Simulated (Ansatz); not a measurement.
# The Mo-Os system: small convex hull

Aim: a small convex hull, for the Mo-Os system, run from a script.

All numbers are computed with Ansatz 0.2.0, driven from Python. Level of theory: DFT PBEsol, plane waves, PAW.

### Step 1. Starting point

Mo3Os Pm-3n: It takes space group Pm-3n (No. 223, cubic). Conventional cell: a = 4.968 Å, b = 4.968 Å, c = 4.968 Å, α = 90.00°, β = 90.00°, γ = 90.00°. Around Mo (site symmetry -4m2) lie 2 Mo at 2.48 Å and 4 Os at 2.78 Å. Os (site symmetry m-3) is surrounded by 12 Mo at 2.78 Å.

MoOs P-6m2: It takes space group P-6m2 (No. 187, hexagonal). The conventional cell has a = 2.782 Å, b = 2.782 Å, c = 4.507 Å, α = 90.00°, β = 90.00°, γ = 120.00°. Mo (site symmetry -6m2) has 6 Os at 2.77 Å and 6 Mo at 2.78 Å as nearest neighbours. Os (site symmetry -6m2) is surrounded by 6 Mo at 2.77 Å and 6 Os at 2.78 Å.

Mo Im-3m: The structure is cubic, space group Im-3m (No. 229). Conventional cell: a = 3.147 Å, b = 3.147 Å, c = 3.147 Å, α = 90.00°, β = 90.00°, γ = 90.00°. Mo (site symmetry m-3m) has 8 Mo at 2.73 Å as nearest neighbours.

Os P6_3/mmc: The structure is hexagonal, space group P6_3/mmc (No. 194). The conventional cell has a = 2.734 Å, b = 2.734 Å, c = 4.320 Å, α = 90.00°, β = 90.00°, γ = 120.00°. Os (site symmetry -6m2) is surrounded by 12 Os at 2.68 to 2.73 Å.

No structure file is read: the coordinates are typed or built in the script.

### Step 2. The code

File hull_mo3os.py:

```python
# -*- coding: utf-8 -*-
'''Stability of Mo-Os compounds against each other, after relaxing atoms and volume at fixed cell shape.'''

from collections import Counter
import warnings

import ansatz
import matplotlib.pyplot as plt
import numpy as np
from scipy.spatial import ConvexHull

PHASES = {
    'Mo3Os Pm-3n': (
        [[4.968, 0.0, 0.0], [0.0, 4.968, 0.0], [0.0, 0.0, 4.968]],
        [
            ('Mo', [0.25, 0.0, 0.5]),
            ('Mo', [0.5, 0.75, 0.0]),
            ('Mo', [0.75, 0.0, 0.5]),
            ('Mo', [0.5, 0.25, 0.0]),
            ('Mo', [0.0, 0.5, 0.75]),
            ('Mo', [0.0, 0.5, 0.25]),
            ('Os', [0.0, 0.0, 0.0]),
            ('Os', [0.5, 0.5, 0.5]),
        ],
    ),
    'MoOs P-6m2': (
        [[2.781756, 0.0, 0.0], [-1.390878, 2.409071, 0.0], [0.0, 0.0, 4.507055]],
        [
            ('Mo', [2 / 3, 1 / 3, 0.5]),
            ('Os', [1 / 3, 2 / 3, 0.0]),
        ],
    ),
    'Mo': (
        [[-1.573415, 1.573415, 1.573415], [1.573415, -1.573415, 1.573415], [1.573415, 1.573415, -1.573415]],
        [
            ('Mo', [0.0, 0.0, 0.0]),
        ],
    ),
    'Os': (
        [[2.7341, 0.0, 0.0], [-1.36705, 2.3678, 0.0], [0.0, 0.0, 4.3197]],
        [
            ('Os', [1 / 3, 2 / 3, 0.25]),
            ('Os', [2 / 3, 1 / 3, 0.75]),
        ],
    ),
}


def build(vectors, sites):
    crystal = ansatz.Crystal(lattice=ansatz.Lattice.of(vectors))
    for symbol, position in sites:
        crystal = crystal.atom(symbol, position)
    return crystal


def run_phase(name, crystal):
    calc = crystal.calculation()
    calc = calc.basis(450)
    calc = calc.functional('pbesol').kpoints(spacing=0.33)
    calc = calc.occupations('fermi_dirac', width=0.05)
    calc = calc.relax(force_tolerance=0.01, max_steps=40, fix_cell=['shape'])
    return calc.run(threads=1, pin='off')


def counts(outcome):
    return Counter(site.symbol for site in outcome.lattice.sites)

def formation_energy(outcome, mu):
    n = counts(outcome)
    return (outcome.report['energy_sigma0_ev'] - sum(k * mu[element] for element, k in n.items())) / sum(n.values())

warnings.simplefilter('ignore', ansatz.DeckWarning)

phases = {name: build(*cell) for name, cell in PHASES.items()}

done = {}
for name, crystal in phases.items():
    done[name] = run_phase(name, crystal)
    print(f'{name}: {done[name].report["energy_sigma0_ev"]:.4f} eV, {len(done[name].lattice.sites)} atoms')

# energy of one atom in its reference phase
references = {'Mo': 'Mo', 'Os': 'Os'}
mu = {element: done[name].report['energy_sigma0_ev'] / len(done[name].lattice.sites) for element, name in references.items()}
points = sorted((counts(o)['Os'] / len(o.lattice.sites), formation_energy(o, mu), name) for name, o in done.items())

xy = np.array([(x, e) for x, e, _ in points] + [(0.5, 10.0)])
hull = sorted(tuple(xy[i]) for i in ConvexHull(xy).vertices if xy[i, 1] < 5)
rows = [(name, x, e, e - np.interp(x, *zip(*hull))) for x, e, name in points]
print('     phase       x(Os)  E_form (eV/atom)  above hull (eV/atom)')
for row in rows:
    print(f'{str(row[0]):>10}  {row[1]:10.3f}  {row[2]:16.4f}  {row[3]:20.4f}')
print('on the hull of these phases:', ', '.join(row[0] for row in rows if row[3] < 1e-6))
stable = [row for row in rows if row[3] < 1e-6]
plt.figure(figsize=(4.5, 3.2))
plt.plot([row[1] for row in stable], [row[2] for row in stable], 'k-o')
plt.plot([row[1] for row in rows], [row[2] for row in rows], 'r.')
plt.xlabel('fraction of Os')
plt.ylabel('formation energy (eV/atom)')
plt.tight_layout()
plt.savefig('hull.png', dpi=100)
```

### Step 3. The run

Command:

```bash
$ python hull_mo3os.py
```

Q: Predict the main results. Wanted: on the hull of these phases; energy of Mo3Os; energy of MoOs.

As calculated:

```
                                 quantity        value
              on the hull of these phases       Mo, Os
                            runs compared            4
energy of Mo3Os (run 1) from the elements  62 meV/atom
 energy of MoOs (run 2) from the elements  87 meV/atom
```

**Reading.** Among these few phases the hull runs through Mo, Os; other phases, not tried, may lie lower. No cell tried lies below the elements: the best, Mo3Os, is 62 meV/atom above them. Temperature and entropy of mixing are left out. In run 1, the volume shrank by 1.3 % over 2 moves, and the space group stayed Pm-3n. In run 4, the volume shrank by 0.7 % over 2 moves, and the space group stayed P6_3/mmc. Caveats:
- The run is spin-unpolarised.
- For the metals among these cells the mesh is coarse, so their volumes and pressures are rough.
- Atoms and volume are relaxed with the cell's shape held, which in cells of lower than cubic symmetry can hide stresses and shift volumes.
- Spin-orbit coupling, which matters for elements this heavy, is left out.
- Differences under about 15 meV an atom lie within the error of mesh and functional, so such verdicts may flip; only the cells listed enter the hull.
